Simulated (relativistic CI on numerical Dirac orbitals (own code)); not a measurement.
# Rh⁺: L2,3 absorption multiplets

Aim: the L2,3 absorption spectrum of Rh⁺ in 4 surroundings, from the same atomic integrals.

The numbers are computed with relativistic CI on numerical Dirac orbitals (own code) version 1 (Dirac-Coulomb-Breit CI, KLI orbitals optimised for each configuration, model QED (radiative potential, 1s self-energy scaled to tabulated hydrogen-like ionisation energies), multiplet model of core-to-valence dipole absorption in a parametric crystal field), except any that are marked as measured or tabulated.

## (1) Starting point

| Quantity | Value |
| --- | --- |
| ion | Rh⁺ (Rh II) |
| nuclear charge | 45 |
| electrons | 44 |
| configurations | [Kr] 4d8 → [He] 2s2 2p5 3s2 3p6 3d10 4s2 4p6 4d9 |
| magnetising field for the dichroism, Lz and Sz | exchange field 10 meV on Sz; these come from the lowest magnetised state alone (0 K) |
| temperature of the isotropic spectrum | 300 K |
| widths | Lorentz 0.96 eV, Gauss 0.5 eV |
| surrounding 1 | D4h, 10Dq = 18600, Ds = 1520, Dt = 910 cm⁻¹ |
| surrounding 2 | Td, 10Dq = -2700 cm⁻¹ |
| surrounding 3 | D3d, 10Dq = 7850, Dsigma = -600, Dtau = -360 cm⁻¹ |
| surrounding 4 | Td, 10Dq = -7300 cm⁻¹ |

## (2) Surrounding 1: D4h, 10Dq = 18600, Ds = 1520, Dt = 910

Input settings:

```ini
atom Rh  Z=45  charge=1  electrons=44
nucleus A=103  rms_radius_fm=4.4945
hamiltonian dirac-coulomb  breit=on  qed=on  c_scale=1
orbitals kli  potential=per-configuration
slater_scale 1
correlation none
mixing on
configurations
  [Kr] 4d8
  [He] 2s2 2p5 3s2 3p6 3d10 4s2 4p6 4d9
end
absorption L2,3 T=300 lorentz=0.96 gauss=0.5
crystal_field D4h 10Dq=18600 Ds=1520 Dt=910
```

From the run's result record (rounded, not every field), cut to the lines that bear on the results:

```text
{
  "status": "converged",
  "curve, one point in 4 above 2 % of the maximum [energy, isotropic, mcd, ld] [eV; bohr^2/eV]": [
    [2999.7, 6.998e-07, -2.773e-07, 2.6e-07],
    [3000.1, 8.332e-07, -3.122e-07, 3.328e-07],
    [3000.5, 1.01e-06, -3.523e-07, 4.361e-07],
    [3000.9, 1.251e-06, -3.972e-07, 5.882e-07],
    [3001.3, 1.593e-06, -4.444e-07, 8.219e-07],
    [3001.7, 2.102e-06, -4.848e-07, 1.202e-06],
    [3002.1, 2.916e-06, -4.912e-07, 1.865e-06],
    [3002.5, 4.34e-06, -3.786e-07, 3.137e-06],
    [3002.9, 7.179e-06, 1.334e-07, 5.913e-06],
    [3003.3, 1.366e-05, 1.877e-06, 1.277e-05],
    [3003.7, 2.645e-05, 4.862e-06, 2.717e-05],
    [3004.1, 3.469e-05, 1.383e-06, 3.599e-05],
    [3004.5, 3.003e-05, -1.266e-05, 2.04e-05],
    [3004.9, 3.084e-05, -3.635e-05, -1.008e-05],
    [3005.3, 3.449e-05, -5.556e-05, -3.217e-05],
    [3005.7, 2.576e-05, -3.632e-05, -2.638e-05],
    [3006.1, 1.551e-05, -1.187e-05, -1.593e-05],
    [3006.5, 9.245e-06, -4.545e-06, -8.942e-06],
    [3006.9, 5.653e-06, -3.22e-06, -4.554e-06],
    [3007.3, 3.613e-06, -2.405e-06, -2.44e-06],
    [3007.7, 2.45e-06, -1.781e-06, -1.45e-06],
    [3008.1, 1.783e-06, -1.351e-06, -9.361e-07],
    [3008.5, 1.368e-06, -1.053e-06, -6.418e-07],
    [3008.9, 1.088e-06, -8.415e-07, -4.6e-07],
    [3009.3, 8.88e-07, -6.863e-07, -3.412e-07],
    [3009.7, 7.4e-07, -5.695e-07, -2.602e-07],
    [3144.8, 8.27e-07, 8.185e-08, 3.775e-07],
    [3145.2, 1.193e-06, -7.349e-08, 6.127e-07],
    "... 13 more rows left out ..."
  ],
  "sticks, the strongest [energy, strength] [eV, bohr^2]": [
    [3003.97, 7.532e-06],
    [3004.01, 2.353e-05],
    [3004.03, 1.411e-05],
    [3004.49, 5.177e-06],
    [3005.2, 3.968e-06],
    [3005.23, 1.441e-05],
    [3005.3, 1.265e-05],
    [3005.31, 1.329e-05],
    [3005.59, 5.967e-06],
    [3006.07, 4.226e-06],
    [3146.98, 8.507e-06],
    [3148.06, 5.901e-06],
    [3148.17, 7.891e-06],
    [3148.33, 6.047e-06]
  ],
  "total [bohr^2]": 0.000147002,
  "centroid [eV]": 3040.04,
  "radial 2p6 4d8 [Ha, bohr]": {"<r^-3>(4d)": 6.3343, "<r^1>(4d)": 1.5329, "<r^2>(4d)": 2.856, "<r^4>(4d)": 16.581, "F2(4d,4d)": 0.29227, "F4(4d,4d)": 0.18912, "zeta(4d)": 0.0050404},
  "radial 2p5 4d9 [Ha, bohr]": {"<r^-3>(2p)": 3071.5, "<r^1>(2p)": 0.12256, "<r^2>(2p)": 0.01835, "<r^4>(2p)": 0.00066867, "zeta(2p)": 3.4889, "<r^-3>(4d)": 7.3538, "<r^1>(4d)": 1.4419, "<r^2>(4d)": 2.5247, "<r^4>(4d)": 12.935, "F2(2p,4d)": 0.072588, "G1(2p,4d)": 0.060099, "G3(2p,4d)": 0.035021, "zeta(4d)": 0.0062182},
  "ground_degeneracy": 1,
  "ground_Lz": -0.236924,
  "ground_Sz": -0.986434,
  "ground_S": 0.998665,
  "core_spin_orbit_splitting [eV]": 147.226,
  "branching_ratio": 0.753036,
  "edge_boundary [eV]": 3076.93,
  "mcd_integrals": [-0.158175, 0.0908531]
}
```

Run time: 0.2 s. Hardware: 1 thread, shared host.

## (3) Surrounding 2: Td, 10Dq = -2700

The settings differ from step 2 so:

```diff
@@ -12,2 +12,2 @@
 absorption L2,3 T=300 lorentz=0.96 gauss=0.5
-crystal_field D4h 10Dq=18600 Ds=1520 Dt=910
+crystal_field Td 10Dq=-2700
```

Result record:

```text
{
  "status": "converged",
  "curve, one point in 4 above 2 % of the maximum [energy, isotropic, mcd, ld] [eV; bohr^2/eV]": [
    [3000.1, 1.49e-06, -4.658e-07, -4.06e-09],
    [3000.5, 1.866e-06, -5.795e-07, -4.233e-09],
    [3000.9, 2.404e-06, -7.404e-07, -4.084e-09],
    [3001.3, 3.214e-06, -9.787e-07, -3.113e-09],
    [3001.7, 4.514e-06, -1.353e-06, -1.823e-11],
    [3002.1, 6.79e-06, -1.991e-06, 8.926e-09],
    [3002.5, 1.128e-05, -3.201e-06, 3.563e-08],
    [3002.9, 2.147e-05, -5.839e-06, 1.179e-07],
    [3003.3, 4.39e-05, -1.192e-05, 2.725e-07],
    [3003.7, 6.932e-05, -2.155e-05, -4.375e-08],
    [3004.1, 6.428e-05, -2.385e-05, -8.721e-07],
    [3004.5, 3.759e-05, -1.458e-05, -7.608e-07],
    [3004.9, 1.992e-05, -7.279e-06, -4.103e-07],
    [3005.3, 1.135e-05, -3.984e-06, -2.152e-07],
    [3005.7, 6.817e-06, -2.38e-06, -1.129e-07],
    [3006.1, 4.464e-06, -1.556e-06, -6.56e-08],
    [3006.5, 3.158e-06, -1.097e-06, -4.229e-08],
    [3006.9, 2.358e-06, -8.152e-07, -2.937e-08],
    [3007.3, 1.829e-06, -6.301e-07, -2.151e-08],
    [3007.7, 1.462e-06, -5.018e-07, -1.639e-08],
    [3146.2, 2.703e-06, -4.208e-07, -1.385e-07],
    [3146.6, 5.046e-06, -8.521e-07, -2.544e-07],
    [3147, 5.695e-06, -1.079e-06, -2.694e-07],
    [3147.4, 3.482e-06, -6.972e-07, -1.556e-07],
    [3147.8, 1.688e-06, -3.439e-07, -7.283e-08]
  ],
  "sticks, the strongest [energy, strength] [eV, bohr^2]": [
    [3003.54, 3.23e-06],
    [3003.6, 5.236e-06],
    [3003.67, 3.632e-06],
    [3003.68, 5.359e-05],
    [3003.96, 1.168e-05],
    [3004.02, 4.745e-05],
    [3004.05, 6.54e-06],
    [3146.93, 6.947e-06]
  ],
  "total [bohr^2]": 0.000149032,
  "centroid [eV]": 3014.09,
  "ground_degeneracy": 1,
  "ground_Lz": -0.424336,
  "ground_Sz": -0.203959,
  "ground_S": 0.998083,
  "core_spin_orbit_splitting [eV]": 147.226,
  "branching_ratio": 0.928613,
  "edge_boundary [eV]": 3075.79,
  "mcd_integrals": [-0.101931, -0.00430055]
}
```

It took 0.21 s on 1 thread, shared host.

## (4) Surrounding 3: D3d, 10Dq = 7850, Dsigma = -600, Dtau = -360

The settings differ from step 3 so:

```diff
@@ -12,2 +12,2 @@
 absorption L2,3 T=300 lorentz=0.96 gauss=0.5
-crystal_field Td 10Dq=-2700
+crystal_field D3d 10Dq=7850 Dsigma=-600 Dtau=-360
```

Result record:

```text
{
  "status": "converged",
  "curve, one point in 5 above 2 % of the maximum [energy, isotropic, mcd, ld] [eV; bohr^2/eV]": [
    [3000.4, 1.225e-06, -9.107e-07, 4.201e-08],
    [3000.9, 1.621e-06, -1.206e-06, 5.849e-08],
    [3001.4, 2.246e-06, -1.669e-06, 8.591e-08],
    [3001.9, 3.316e-06, -2.457e-06, 1.356e-07],
    [3002.4, 5.376e-06, -3.949e-06, 2.365e-07],
    [3002.9, 1.009e-05, -7.261e-06, 4.773e-07],
    [3003.4, 2.342e-05, -1.648e-05, 1.246e-06],
    [3003.9, 5.279e-05, -4.203e-05, 3.795e-06],
    [3004.4, 5.484e-05, -4.929e-05, 1.629e-06],
    [3004.9, 3.02e-05, -1.717e-05, -2.565e-06],
    [3005.4, 1.488e-05, -5.349e-06, -7.76e-07],
    [3005.9, 7.517e-06, -3.613e-06, -1.648e-07],
    [3006.4, 4.231e-06, -2.438e-06, -1.01e-07],
    [3006.9, 2.689e-06, -1.65e-06, -4.077e-08],
    [3007.4, 1.871e-06, -1.191e-06, -1.658e-08],
    [3007.9, 1.381e-06, -9.012e-07, -6.396e-09],
    [3145.4, 1.593e-06, 1.418e-06, 6.997e-08],
    [3145.9, 3.143e-06, 2.737e-06, 2.351e-07],
    [3146.4, 7.616e-06, 6.495e-06, 7.686e-07],
    [3146.9, 1.531e-05, 1.407e-05, 1.942e-07],
    [3147.4, 1.28e-05, 1.336e-05, -2.026e-06],
    [3147.9, 5.708e-06, 5.496e-06, -1.1e-06],
    [3148.4, 2.644e-06, 2.491e-06, -4.405e-07],
    [3148.9, 1.413e-06, 1.386e-06, -2.103e-07]
  ],
  "sticks, the strongest [energy, strength] [eV, bohr^2]": [
    [3004, 8.28e-06],
    [3004.05, 1.613e-05],
    [3004.11, 8.595e-06],
    [3004.15, 2.171e-05],
    [3004.16, 1.328e-05],
    [3004.23, 1.46e-05],
    [3004.24, 1.038e-05],
    [3146.92, 8.423e-06]
  ],
  "total [bohr^2]": 0.000147529,
  "centroid [eV]": 3032.94,
  "ground_degeneracy": 1,
  "ground_Lz": -0.490869,
  "ground_Sz": -0.964927,
  "ground_S": 0.998154,
  "core_spin_orbit_splitting [eV]": 147.226,
  "branching_ratio": 0.799122,
  "edge_boundary [eV]": 3076.43,
  "mcd_integrals": [-0.192721, 0.063255]
}
```

Run time: 0.2 s. Hardware: 1 thread, shared host.

## (5) Surrounding 4: Td, 10Dq = -7300

The settings differ from step 4 so:

```diff
@@ -12,2 +12,2 @@
 absorption L2,3 T=300 lorentz=0.96 gauss=0.5
-crystal_field D3d 10Dq=7850 Dsigma=-600 Dtau=-360
+crystal_field Td 10Dq=-7300
```

Result record:

```text
{
  "status": "converged",
  "curve, one point in 4 above 2 % of the maximum [energy, isotropic, mcd, ld] [eV; bohr^2/eV]": [
    [3000.3, 1.494e-06, -3.159e-07, -1.768e-09],
    [3000.7, 1.872e-06, -3.943e-07, -1.916e-09],
    [3001.1, 2.416e-06, -5.059e-07, -1.996e-09],
    [3001.5, 3.235e-06, -6.725e-07, -1.875e-09],
    [3001.9, 4.551e-06, -9.368e-07, -1.196e-09],
    [3002.3, 6.858e-06, -1.392e-06, 1.059e-09],
    [3002.7, 1.141e-05, -2.27e-06, 8.142e-09],
    [3003.1, 2.18e-05, -4.223e-06, 3.104e-08],
    [3003.5, 4.53e-05, -8.738e-06, 8.542e-08],
    [3003.9, 7.179e-05, -1.503e-05, 1.776e-08],
    [3004.3, 6.202e-05, -1.5e-05, -2.994e-07],
    [3004.7, 3.449e-05, -8.716e-06, -3.098e-07],
    [3005.1, 1.816e-05, -4.275e-06, -1.693e-07],
    [3005.5, 1.073e-05, -2.367e-06, -9.31e-08],
    [3005.9, 7.01e-06, -1.497e-06, -5.113e-08],
    [3006.3, 4.625e-06, -9.966e-07, -2.868e-08],
    [3006.7, 3.192e-06, -7.001e-07, -1.794e-08],
    [3007.1, 2.35e-06, -5.2e-07, -1.224e-08],
    [3007.5, 1.812e-06, -4.025e-07, -8.867e-09],
    [3146.1, 1.58e-06, -6.086e-08, -6.836e-08],
    [3146.5, 3.187e-06, -1.23e-07, -1.414e-07],
    [3146.9, 5.502e-06, -2.47e-07, -2.148e-07],
    [3147.3, 5.907e-06, -3.02e-07, -1.778e-07],
    [3147.7, 3.65e-06, -1.997e-07, -9.038e-08],
    [3148.1, 1.928e-06, -1.211e-07, -4.051e-08]
  ],
  "sticks, the strongest [energy, strength] [eV, bohr^2]": [
    [3003.86, 3.326e-06],
    [3003.94, 9.134e-05],
    [3004.15, 4.17e-06],
    [3004.24, 2.604e-05],
    [3004.26, 3.017e-06],
    [3004.83, 3.363e-06],
    [3005.77, 1.648e-06],
    [3147.2, 8.869e-06]
  ],
  "total [bohr^2]": 0.000148942,
  "centroid [eV]": 3015.37,
  "ground_degeneracy": 1,
  "ground_Lz": -0.272664,
  "ground_Sz": -0.158592,
  "ground_S": 0.998419,
  "core_spin_orbit_splitting [eV]": 147.226,
  "branching_ratio": 0.920929,
  "edge_boundary [eV]": 3076.26,
  "mcd_integrals": [-0.0671047, -0.00130226]
}
```

Wall time 0.19 s (1 thread, shared host).

## (6) The spectra side by side

| surrounding | ground S | Lz (0 K) | Sz (0 K) | centroid (eV) | share of the lower edge | up to four highest peaks (% of the highest), eV |
| --- | --- | --- | --- | --- | --- | --- |
| 1: D4h | 1.00 | -0.24 | -0.99 | 3040.04 | 0.753 | 3004.1 (100), 3005.2 (100), 3146.9 (31), 3148.1 (36) |
| 2: Td | 1.00 | -0.42 | -0.20 | 3014.09 | 0.929 | 3003.8 (100), 3146.9 (8) |
| 3: D3d | 1.00 | -0.49 | -0.96 | 3032.94 | 0.799 | 3004.2 (100), 3147.1 (26) |
| 4: Td | 1.00 | -0.27 | -0.16 | 3015.37 | 0.921 | 3004.0 (100), 3147.1 (8) |

## (7) What came out

```
                                 quantity           value
                  highest peak, first run       3004.1 eV
      ground spin (effective S from ⟨S²⟩)            1.00
                  share of the lower edge  0.753 to 0.929
core spin-orbit splitting (without Breit)       147.23 eV
```

In words: The lower edge takes 0.75 of the intensity in surrounding 1, above the statistical 0.67. The position of the maximum differs by up to 0.4 eV between the surroundings, by shifts of peaks or by peaks exchanging rank. Edge positions are free-ion values and differ from those in solids by a few eV or more.
